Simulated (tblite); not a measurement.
# C19H22SSi: the cost of one run

Programs: tblite 0.8.0 and PySCF 2.14.0, with routines of our own; each step states its level. All values are computed. Atoms count from 0.

### 1 The starting structure

43 atoms, charge 0, multiplicity 1; geometry from: force field, distance geometry or constructed start.

### 2 Relaxing the molecule with GFN2-xTB

What the job is given:

```
{"job": {"kind": "relax", "xc": "GFN2-xTB", "basis": "xTB"}, "charge": 0, "multiplicity": 1}
C      3.881800    -1.560600     3.195900
S      4.838600    -1.594200     1.656600
C      3.632900    -0.957500     0.528100
C      3.054100     0.309000     0.695000
C      2.104900     0.779000    -0.207300
C      1.705800     0.021700    -1.327200
C      0.685800     0.515000    -2.285100
C      0.865900     0.592900    -3.789500
C     -0.519200     0.308600    -4.449000
C     -1.472700     0.889300    -3.356900
C     -0.751100     2.039600    -2.679500
C      0.735000     1.847400    -2.954200
C     -0.800200     0.698700    -2.014100
C     -1.468100     0.503600    -0.790400
C     -2.012500     0.336100     0.270200
Si    -2.804600     0.038800     1.963500
C     -3.952900    -1.437900     1.871400
C     -3.779400     1.552300     2.469000
C     -1.461800    -0.291700     3.230000
C      2.308400    -1.237200    -1.482700
C      3.254500    -1.716300    -0.577300
H      2.940000    -2.109700     3.076200
H      3.660700    -0.525800     3.502100
H      4.453000    -2.035000     3.993500
H      3.340900     0.937200     1.540000
H      1.656100     1.759400    -0.043700
H      1.765800     0.320300    -4.301400
H     -0.627600     0.853100    -5.391000
H     -0.683700    -0.761600    -4.586400
H     -2.530700     0.861300    -3.493500
H     -1.206100     2.885500    -2.202900
H      1.526000     2.540300    -2.730800
H     -4.420100    -1.623600     2.841400
H     -3.403400    -2.342000     1.582000
H     -4.746800    -1.267900     1.134700
H     -4.569900     1.772000     1.743400
H     -3.127300     2.432200     2.529500
H     -4.241300     1.405800     3.446500
H     -0.777000     0.554200     3.300100
H     -0.882700    -1.174000     2.953700
H     -1.899500    -0.468400     4.218800
H      2.028200    -1.865800    -2.328300
H      3.701100    -2.699900    -0.747600
```

Command:

```console
> OMP_NUM_THREADS=1 python large_run.py task.json out
```

This one command runs all jobs of the session in turn.

Q: Estimate the wall time and peak memory of this first job on 1 thread of Arm Neoverse N1, shared host.

About 8.5 s, with a peak of 0.19 GiB.
